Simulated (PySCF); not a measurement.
# C2H4F2Te: the cost of one run

Programs: PySCF 2.14.0, with routines of our own; each step states its level. All values are computed. Atoms count from 0.

## 1. The starting structure

9 atoms, charge 0, multiplicity 1; geometry from: GFN2-xTB.

## 2. NMR shieldings: PBE/pcSseg-1 Te:us-x2c-TZVPall-2c, spin–orbit

The job: settings as JSON, then the geometry in Å.

```
{"job": {"kind": "hnmr", "xc": "PBE", "basis": {"default": "pcSseg-1", "Te": "us-x2c-TZVPall-2c"}, "rel": "so"}, "charge": 0, "multiplicity": 1}
F     -0.010913    -1.566222    -0.470010
C     -0.794475    -0.535387    -0.058766
F     -1.083920    -0.792179     1.242139
C     -0.048238     0.760543    -0.175685
Te     1.734237     0.647060     1.042807
H     -1.735150    -0.582729    -0.630217
H      0.198011     0.953106    -1.213133
H     -0.662884     1.565583     0.209102
H      2.416895    -0.443780     0.028582
```

Level: PBE/pcSseg-1 Te:us-x2c-TZVPall-2c GIAO NMR shielding, X2C with spin-orbit coupling, screened-nuclear two-electron part, Gaussian nuclei, gas phase.

On the command line:

```bash
OMP_NUM_THREADS=1 python heavy_run.py task.json out
```

One launch serves the whole session: the jobs run in the order shown.

Q: Estimate the wall time and peak memory of this first job on 1 thread of Arm Neoverse N1, shared host.

About 89 s, with a peak of 0.82 GiB.
